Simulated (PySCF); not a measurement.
# CoSe₂⁺: structure of the quintet

Where does quintet CoSe₂⁺ go from a end-on start, is the end point a minimum, and what are its modes, charges and moments?

Program: PySCF 2.14.0. Level of theory: PBE0, basis Co def2-SVP, Se def2-SVP, no relativity, density fitting. These are calculated values, not measurements.

**1. Starting geometry**

3 atoms, charge 1, spin multiplicity 5.

Bond lengths: Co1–Se2 2.338 Å, Se2–Se3 2.348 Å. Angles: Co1–Se2–Se3 119.9°.

Z-matrix (Å, degrees; charge 1 multiplicity 5):
```
Co
Se 1 2.3381
Se 2 2.3481 1 119.89
```

**2. The SCF at the typed geometry**

The steps below are one call of a driver around PySCF. For each, scf.py gives the equivalent set-up of the SCF; relaxations use the driver's own optimiser. After this first run the driver tries any further starts and a stability analysis.

Contents of scf.py:

```python
from pyscf import gto, scf, dft
mol = gto.M(atom='''
Co     0.000000     0.000000     0.000000
Se     0.000000     0.000000     2.338100
Se     2.035800     0.000000     3.508100''',
    basis={'Co': 'def2-SVP', 'Se': 'def2-SVP'},
    charge=1, spin=4)
mf = dft.UKS(mol, xc='PBE0')
mf.grids.atom_grid = (50, 194)
aux = {'Co': 'def2-universal-JKFIT', 'Se': 'def2-universal-JKFIT'}
mf = mf.density_fit(auxbasis=aux)
mf.conv_tol = 1e-08
mf.diis_space = 10
mf.max_cycle = 60
mf.init_guess = 'minao'
mf.verbose = 4
mf.kernel()
```

Run with:

```bash
> OMP_NUM_THREADS=2 python axn.py task.json out
```

The program printed:

```text
[... the frontier levels of the middle cycles are left out ...]
init E= -6181.73915008401
[... the frontier-level lines of each cycle are left out ...]
cycle= 1 E= -6164.52534181178  delta_E= 17.2  |g|= 3.22  |ddm|= 7.54
cycle= 2 E= -6045.61518064522  delta_E=  119  |g|= 7.07  |ddm|= 11.1
cycle= 3 E= -6171.06838282139  delta_E= -125  |g|= 4.21  |ddm|= 7.66
cycle= 4 E= -6180.32539613185  delta_E= -9.26  |g|= 2.99  |ddm|=  4.9
cycle= 5 E= -6180.35895501142  delta_E= -0.0336  |g|= 2.87  |ddm|= 1.01
cycle= 6 E= -6180.1462317672  delta_E= 0.213  |g|= 2.89  |ddm|= 0.611
cycle= 7 E= -6180.14179060202  delta_E= 0.00444  |g|= 2.89  |ddm|= 0.018
cycle= 8 E= -6180.30887897447  delta_E= -0.167  |g|= 2.84  |ddm|= 0.263
cycle= 9 E= -6180.62339772261  delta_E= -0.315  |g|= 2.71  |ddm|= 0.291
cycle= 10 E= -6182.81883230758  delta_E= -2.2  |g|= 1.68  |ddm|= 1.53
cycle= 11 E= -6183.20340793635  delta_E= -0.385  |g|= 1.31  |ddm|= 1.51
cycle= 12 E= -6177.0418654447  delta_E= 6.16  |g|= 3.14  |ddm|= 3.19
cycle= 13 E= -6183.01133981718  delta_E= -5.97  |g|= 1.36  |ddm|= 3.38
cycle= 14 E= -6183.55521106032  delta_E= -0.544  |g|= 0.911  |ddm|= 0.683
[... 3 cycles left out ...]
cycle= 18 E= -6184.01923569272  delta_E= -0.00182  |g|= 0.0192  |ddm|= 0.103
cycle= 19 E= -6184.01925956922  delta_E= -2.39e-05  |g|= 0.0238  |ddm|= 0.0361
cycle= 20 E= -6184.01944046823  delta_E= -0.000181  |g|= 0.0166  |ddm|= 0.0186
cycle= 21 E= -6184.01960931864  delta_E= -0.000169  |g|= 0.00657  |ddm|= 0.0332
cycle= 22 E= -6184.01964565781  delta_E= -3.63e-05  |g|= 0.00214  |ddm|= 0.0216
cycle= 23 E= -6184.01964999316  delta_E= -4.34e-06  |g|= 0.000464  |ddm|= 0.00624
cycle= 24 E= -6184.01965034682  delta_E= -3.54e-07  |g|= 0.000217  |ddm|= 0.00167
cycle= 25 E= -6184.01965045589  delta_E= -1.09e-07  |g|= 0.000105  |ddm|= 0.00102
cycle= 26 E= -6184.01965048751  delta_E= -3.16e-08  |g|= 6.99e-05  |ddm|= 0.000446
cycle= 27 E= -6184.01965051283  delta_E= -2.53e-08  |g|= 4.45e-05  |ddm|= 0.000478
cycle= 28 E= -6184.01965053213  delta_E= -1.93e-08  |g|= 3.51e-05  |ddm|= 0.000378
cycle= 29 E= -6184.0196505465  delta_E= -1.44e-08  |g|= 3.05e-05  |ddm|= 0.000322
cycle= 30 E= -6184.01965056126  delta_E= -1.48e-08  |g|= 2.87e-05  |ddm|= 0.000358
cycle= 31 E= -6184.01965056833  delta_E= -7.08e-09  |g|= 2.78e-05  |ddm|= 0.00017
Extra cycle  E= -6184.01965057319  delta_E= -4.85e-09  |g|= 2.89e-05  |ddm|= 0.000117
converged SCF energy = -6184.01965057319  <S^2> = 6.011471  2S+1 = 5.0045863
```

This step, with its further starts and checks, ran for 40 s (2 threads of Arm Neoverse V2, shared host).

The starts that the driver tried:

| start | energy (Eh) |
| --- | --- |
| the minimal-basis guess | -6184.019651 |
| a thermally smeared density | -6184.017085 |
| a smeared PBE density | -6184.019888 |

The first run landed in a state that is too high. Following the other starts and the instabilities gains 0.6 kJ/mol (-6184.01989 Eh), and the work goes on from there.

**3. Relaxing the quintet from the end-on start**

The program finds Cs symmetry in the start, which this walk keeps.

Edit scf.py of step 2 so:

```diff
@@ -3,3 +3,3 @@
-Co     0.000000     0.000000     0.000000
-Se     0.000000     0.000000     2.338100
-Se     2.035800     0.000000     3.508100''',
+Co    -0.743689     0.000000    -2.135649
+Se    -0.743689     0.000000     0.202451
+Se     1.292111     0.000000     1.372451''',
@@ -15 +14,0 @@
-mf.init_guess = 'minao'
```

The optimiser's trace:

| step | energy (Eh) | change (kJ/mol) | largest symmetric gradient (Eh/bohr) |
| --- | --- | --- | --- |
| 0 | -6184.019888 | 0.00 | 0.02764 |
| 1 | -6184.025392 | -14.45 | 0.01161 |
| 2 | -6184.028304 | -22.10 | 0.01088 |
| 3 | -6184.030484 | -27.82 | 0.02228 |
| 4 | -6184.040586 | -54.34 | 0.01775 |
| 5 | -6184.055720 | -94.08 | 0.03256 |
| 6 | -6184.060333 | -106.19 | 0.02939 |
| 7 | -6184.065725 | -120.35 | 0.00635 |
| 8 | -6184.065751 | -120.41 | 0.00426 |
| 9 | -6184.065869 | -120.72 | 0.00375 |
| 10 | -6184.065901 | -120.81 | 0.00164 |
| 11 | -6184.065911 | -120.84 | 0.00091 |
| 12 | -6184.065912 | -120.84 | 0.00082 |
| 13 | -6184.065915 | -120.84 | 0.00024 |

The walk took 1.8 min.

It settles in C2v symmetry, 120.8 kJ/mol below the start, after 13 steps: Co–Se 2.347 Å (×2), Se–Se 2.298 Å; Co–Se–Se 60.7° (×2), Se–Co–Se 58.6°.

**4. Vibrations and properties at this point**

On the finer grid the gradient is checked again; gradients at displacements of ±0.02 bohr then give force constants and infrared intensities.

Edit scf.py of step 3 so:

```diff
@@ -3,3 +3,3 @@
-Co    -0.743689     0.000000    -2.135649
-Se    -0.743689     0.000000     0.202451
-Se     1.292111     0.000000     1.372451''',
+Co    -0.045166     0.000000    -1.494849
+Se    -1.132736     0.000000     0.585903
+Se     1.166043     0.000000     0.516446''',
@@ -9 +9 @@
-mf.grids.atom_grid = (50, 194)
+mf.grids.atom_grid = (75, 302)
@@ -12 +12 @@
-mf.conv_tol = 1e-08
+mf.conv_tol = 1e-10
```

The driver hands on the density of the step before, so the log starts near convergence.

Log of the central SCF (cycles and frontier levels):

```text
init E= -6184.06620978862
[... the frontier-level lines of each cycle are left out ...]
cycle= 1 E= -6184.06620978794  delta_E= 6.77e-10  |g|= 4.5e-05  |ddm|= 4.9e-05
cycle= 2 E= -6184.06620978154  delta_E= 6.4e-09  |g|= 0.000135  |ddm|= 0.000143
cycle= 3 E= -6184.06620978874  delta_E= -7.2e-09  |g|= 1.96e-06  |ddm|= 0.000109
cycle= 4 E= -6184.06620978877  delta_E= -3e-11  |g|= 1.71e-06  |ddm|= 5.62e-06
Extra cycle  E= -6184.06620978875  delta_E= 1.91e-11  |g|= 3.15e-06  |ddm|= 5.81e-06
converged SCF energy = -6184.06620978875  <S^2> = 6.017209  2S+1 = 5.0068789
```

The whole step took 65 s.

Geometry: C2v; Co–Se 2.348 Å (×2), Se–Se 2.300 Å; Co–Se–Se 60.7° (×2), Se–Co–Se 58.7°.

Harmonic modes (main isotopes):

```csv
symmetry,ω (cm⁻¹),IR (km/mol),μ (u)
b2,200,0.0,70.08
a1,242,9.6,66.83
a1,351,5.6,75.08
```

No imaginary mode, so this is a minimum.

Constants and moments:

```yaml
Dipole_moment_about_the_centre_of_mass: 5.72 D
Highest_occupied_level: -12.08 eV
Lowest_empty_level: -9.00 eV
Rotational_constants: 0.09344, 0.07976, 0.04303 cm⁻¹
Zero-point_energy: 4.7 kJ/mol
Principal_polarisabilities: 32.8, 59.3, 73.4 bohr³
Principal_traceless_quadrupole_moments_about_the_centre_of_mass: -10.67, -2.75, 13.42 D Å
Entropy_at_298.15_K_and_1_bar_electronic_part_spin_only: 322.1 J/(mol K)
Heat_capacity_Cp_at_298.15_K: 55.0 J/(mol K)
Enthalpy_at_298.15_K_above_0_K: 13.64 kJ/mol
Rotational_symmetry_number: 2
Spin_squared_⟨S²⟩: 6.017
```

Populations by atom (charges in e):

```tsv
atom	Mulliken	Löwdin	polar tensor	spin (Mulliken)	Mayer order to Co1
Co1	0.73	0.61	0.82	2.52	–
Se2,3	0.13	0.19	0.09	0.74	0.94
```

Outer orbital energies (eV). α occupied: -16.91, -16.66, -16.04, -15.26, -14.82, -14.51, -12.16, -12.08; empty: -8.19, -6.67, -4.25, -2.61. β occupied: -26.38, -22.10, -15.73, -14.75, -14.39, -13.74, -13.59, -13.34; empty: -9.00, -8.71, -7.79, -7.72.

Mulliken populations on Co1: s 6.46, p 12.33, d 7.47, f 0.00.

**5. What came out**

| quantity | value |
| --- | --- |
| minimum | quintet, C2v |
| geometry | Co–Se 2.348 Å (×2), Se–Se 2.300 Å; Co–Se–Se 60.7° (×2), Se–Co–Se 58.7° |
| wavenumbers (cm⁻¹) | 200 (b2), 242 (a1), 351 (a1) |
| dipole moment (centre of mass) | 5.72 D |
| highest occupied, lowest empty level (either spin) | -12.08, -9.00 eV |
| polar-tensor charge of Co1 | +0.82 e |
| zero-point energy | 4.7 kJ/mol |
| entropy at 298.15 K | 322.1 J/(mol K) |
| ⟨S²⟩ | 6.017 |

The end-on start (Cs) ends in a minimum of C2v symmetry. The strongest infrared band lies at 242 cm⁻¹ (a1). Most of the spin sits on Co1 (Mulliken spin 2.52, against 4 for the whole molecule). Other starts or spin states, not run here, may lie lower. Open d and f shells are described by one determinant, and the ground state may have another occupation or spin.

The search up to here took 3.5 min.
